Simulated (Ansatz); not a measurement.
Relaxation of a periodic cell of 63 atoms, Si (host Si, host structure diamond, one Si atom removed), to a largest force component of 0.03 eV/Å in at most 60 steps.

Method: Ansatz, DFT PBE, scalar-relativistic, plane waves, PAW. Settings: PAW set soft_1, cutoff 420 eV, k mesh 1x1x1, gaussian smearing 0.02 eV, no spin polarisation.

```xyz
63
Lattice="10.8600 0.0000 0.0000 0.0000 10.8600 0.0000 0.0000 0.0000 10.8600" Properties=species:S:1:pos:R:3
Si 5.429 0.057 -0.004
Si 6.825 1.384 1.339
Si 8.132 2.696 0.005
Si 9.529 4.084 1.331
Si 8.143 0.021 2.700
Si 9.472 1.388 4.071
Si 0.029 -0.039 -0.050
Si 1.331 1.390 1.346
Si 2.679 2.732 -0.007
Si 4.049 4.089 1.304
Si 5.403 5.424 0.047
Si 6.829 6.772 1.368
Si 8.138 8.137 -0.037
Si 2.733 -0.019 2.722
Si 4.040 1.355 4.099
Si 5.457 2.704 2.734
Si 6.805 4.001 4.096
Si 8.171 5.487 2.692
Si 9.443 6.794 4.062
Si 5.491 0.006 5.385
Si 6.791 1.395 6.830
Si 8.163 2.690 5.416
Si 9.463 4.057 6.759
Si 8.129 0.022 8.187
Si 9.558 1.366 9.473
Si -0.012 5.383 0.010
Si 1.385 6.803 1.382
Si 2.748 8.147 -0.033
Si 4.097 9.457 1.321
Si 0.076 2.714 2.731
Si 1.360 4.061 4.071
Si 2.719 5.455 2.768
Si 4.091 6.788 4.053
Si 5.401 8.100 2.645
Si 6.763 9.518 4.102
Si 0.004 -0.038 5.466
Si 1.367 1.315 6.789
Si 2.686 2.665 5.428
Si 4.018 4.070 6.780
Si 5.389 5.465 5.481
Si 6.786 6.778 6.829
Si 8.139 8.147 5.472
Si 9.506 9.559 6.836
Si 2.689 0.071 8.101
Si 4.052 1.314 9.510
Si 5.451 2.762 8.146
Si 6.783 4.072 9.515
Si 8.135 5.396 8.217
Si 9.537 6.777 9.502
Si 0.012 8.163 2.757
Si 1.341 9.542 4.086
Si 0.024 5.449 5.482
Si 1.336 6.768 6.744
Si 2.732 8.116 5.465
Si 4.031 9.508 6.704
Si -0.018 2.720 8.175
Si 1.377 4.111 9.491
Si 2.635 5.393 8.188
Si 4.078 6.805 9.511
Si 5.455 8.091 8.187
Si 6.802 9.441 9.534
Si 0.067 8.158 8.128
Si 1.328 9.504 9.526
```

Question: Where does it end, and by what steps?

Answer: The run converged. The force dipped under the threshold on the way, but the program's further checks kept it going. Limits of this set-up: coarse k mesh, no spin, though dangling bonds at a vacancy may carry it, a typed lattice constant that wasn't relaxed here. After 11 steps the energy has fallen by 1.674 eV; Si5 moved furthest, 0.41 Å.

```
step  energy less start (eV)  largest force component (eV/Å)  accepted
   0                  0.0000                           1.425       yes
   1                 -1.3760                           0.386       yes
   2                 -1.4965                           0.083       yes
   3                 -1.5061                           0.096       yes
   4                 -1.5690                           0.246       yes
   5                 -1.6106                           0.254       yes
   6                 -1.6152                           0.280       yes
   7                 -1.6592                           0.119       yes
   8                 -1.6644                           0.074       yes
   9                 -1.6721                           0.055       yes
  10                 -1.6742                           0.013       yes
  11                 -1.6742                           0.013       yes
```

```xyz
63
Lattice="10.8600 0.0000 0.0000 0.0000 10.8600 0.0000 0.0000 0.0000 10.8600" Properties=species:S:1:pos:R:3
Si 5.481 -0.016 0.032
Si 6.954 1.191 1.418
Si 8.162 2.663 0.032
Si 9.503 4.072 1.362
Si 8.417 -0.272 2.767
Si 9.520 1.326 4.106
Si -0.253 -0.253 -0.045
Si 1.200 1.199 1.308
Si 2.662 2.662 0.024
Si 4.073 4.072 1.361
Si 5.483 5.482 0.024
Si 6.946 6.944 1.308
Si 8.398 8.397 -0.045
Si 2.667 -0.015 2.692
Si 4.052 1.356 4.030
Si 5.487 2.659 2.696
Si 6.790 4.095 4.030
Si 8.161 5.479 2.692
Si 9.486 6.818 4.105
Si 5.410 0.013 5.399
Si 6.750 1.394 6.746
Si 8.131 2.736 5.400
Si 9.503 4.072 6.788
Si 8.111 0.035 8.084
Si 9.489 1.330 9.476
Si -0.016 5.481 0.032
Si 1.191 6.953 1.419
Si 2.665 8.160 0.033
Si 4.073 9.502 1.362
Si -0.015 2.665 2.693
Si 1.357 4.049 4.031
Si 2.659 5.485 2.696
Si 4.094 6.788 4.030
Si 5.478 8.158 2.693
Si 6.820 9.482 4.105
Si 0.038 0.038 5.502
Si 1.398 1.398 6.840
Si 2.724 2.722 5.418
Si 4.073 4.072 6.792
Si 5.422 5.421 5.417
Si 6.747 6.746 6.839
Si 8.108 8.106 5.502
Si 9.503 9.502 6.791
Si 2.740 0.013 8.181
Si 4.097 1.355 9.553
Si 5.423 2.721 8.165
Si 6.790 4.046 9.553
Si 8.131 5.403 8.179
Si 9.516 6.814 9.476
Si -0.272 8.417 2.766
Si 1.326 9.521 4.104
Si 0.015 5.408 5.400
Si 1.395 6.749 6.747
Si 2.735 8.130 5.399
Si 4.073 9.502 6.788
Si 0.015 2.741 8.180
Si 1.356 4.098 9.553
Si 2.723 5.422 8.165
Si 4.048 6.789 9.553
Si 5.405 8.131 8.181
Si 6.817 9.519 9.477
Si 0.035 8.109 8.085
Si 1.330 9.485 9.478
```

Whether the end is a true minimum wasn't checked by a vibrational analysis.

Time of the run: 39 s on 4 threads of Arm Neoverse V2 (shared host), peak memory 1.1 GiB.
